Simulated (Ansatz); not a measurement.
# Be4C: the cost of one run

Computed with Ansatz 0.2.0 (DFT PBE, scalar-relativistic, plane waves, PAW, unless a step's input says otherwise).

1 further run of the same task is left out (it didn't finish).

### 1 Starting point

It takes space group P4/mmm (No. 123, tetragonal). Conventional cell: a = 2.998 Å, b = 2.998 Å, c = 4.240 Å, α = 90.00°, β = 90.00°, γ = 90.00°. Be (site symmetry 2mm) has 2 C at 1.84 Å as nearest neighbours. Around C (site symmetry 4/mmm) lie 8 Be at 1.84 Å.

As a file:

```
CELL_PARAMETERS angstrom
2.99818 0.00000 0.00000
0.00000 2.99818 0.00000
0.00000 0.00000 4.24006
ATOMIC_POSITIONS crystal
Be 0.50000 0.00000 0.25000
Be 0.00000 0.50000 0.75000
Be 0.50000 0.00000 0.75000
Be 0.00000 0.50000 0.25000
C 0.00000 0.00000 0.00000
```

Recipe of the guess: ordered vacancies on the anion sites of antifluorite (P4/mmm, No. 123). The dimensions are guesses.

### 2 The guess as it stands, on a coarse mesh

input.yaml reads:

```yaml
crystal:
  lattice:
    - [2.99817545, 0.0, 0.0]
    - [0.0, 2.99817545, 0.0]
    - [0.0, 0.0, 4.24006038]
  atoms:
    - { symbol: Be, position: [0.5, 0.0, 0.25] }
    - { symbol: Be, position: [0.0, 0.5, 0.75] }
    - { symbol: Be, position: [0.5, 0.0, 0.75] }
    - { symbol: Be, position: [0.0, 0.5, 0.25] }
    - { symbol: C, position: [0.0, 0.0, 0.0] }
basis:
  ecutwfc: 420
kpoints:
  mp_grid: { grid: [6, 6, 4] }
hamiltonian:
  xc: pbe
scf:
  occupations: { method: gaussian, width: 0.1 }
  lower_state_search: "off"
output:
  forces: true
  stress: true
  eigenvalues: true
```

On the command line:

```sh
$ ansatz run input.yaml --threads 1 --pin off --max-ram 2048MiB --backend cpu --events-out ev --progress --plain --runs-dir out
```

What time and memory should one allow on 1 thread of Arm Neoverse V2, shared host?

About 1.5 s, with a peak of 0.27 GiB.
